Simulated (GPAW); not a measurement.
Crystal: SrB3Pt.

```
Sr B Pt
1.0
     4.54056    0.00000    0.00000
     0.00000    4.54056    0.00000
     0.00000    0.00000    4.54056
Sr B Pt
1 3 1
Cartesian
  0.0000 0.0000 0.0000
  2.2703 0.0000 0.0000
  0.0000 2.2703 0.0000
  0.0000 0.0000 2.2703
  2.2703 2.2703 2.2703
```

The cell was built by a generator and needn't be a form met in nature.

| Item | Value |
| --- | --- |
| Program | GPAW 26.7.0 |
| Task | relaxation of cell and atoms |
| Functional | PBEsol |
| Potentials or basis | PAW data sets generated in the run's folder for this functional |
| Cutoff | 800 eV |
| Basis | pw |
| k mesh | 5 × 5 × 5 |
| Occupations | fermi-dirac, width 0.05 eV |
| Spin | no spin polarisation |

At the start: pressure -1.9 GPa; volume 18.72 Å³/atom.

How do energy, volume and symmetry change on relaxing?

Over 4 steps the energy falls by 13.8 meV/atom and the volume is 16.87 Å³/atom (-9.9 %); space group Pm-3m (No. 221, to 0.05 Å).

Step by step:
| step | energy change (eV) | largest force (eV/Å) | pressure (GPa) | volume (Å³) |
| --- | --- | --- | --- | --- |
| 1 | 0.0000 | 0.0000 | -1.91 | 93.61 |
| 2 | -0.0020 | 0.0000 | -1.88 | 93.43 |
| 3 | -0.0669 | 0.0000 | 0.37 | 82.87 |
| 4 | -0.0688 | 0.0000 | -0.19 | 84.36 |

Final structure:
```xyz
5
Lattice="4.3858 0.0000 0.0000 0.0000 4.3858 0.0000 0.0000 0.0000 4.3858" Properties=species:S:1:pos:R:3 pbc="T T T"
Sr    0.0000    0.0000    0.0000
B     2.1929    0.0000    0.0000
B     0.0000    2.1929    0.0000
B     0.0000    0.0000    2.1929
Pt    2.1929    2.1929    2.1929
```

Caveat: later steps reuse the first step's grids.
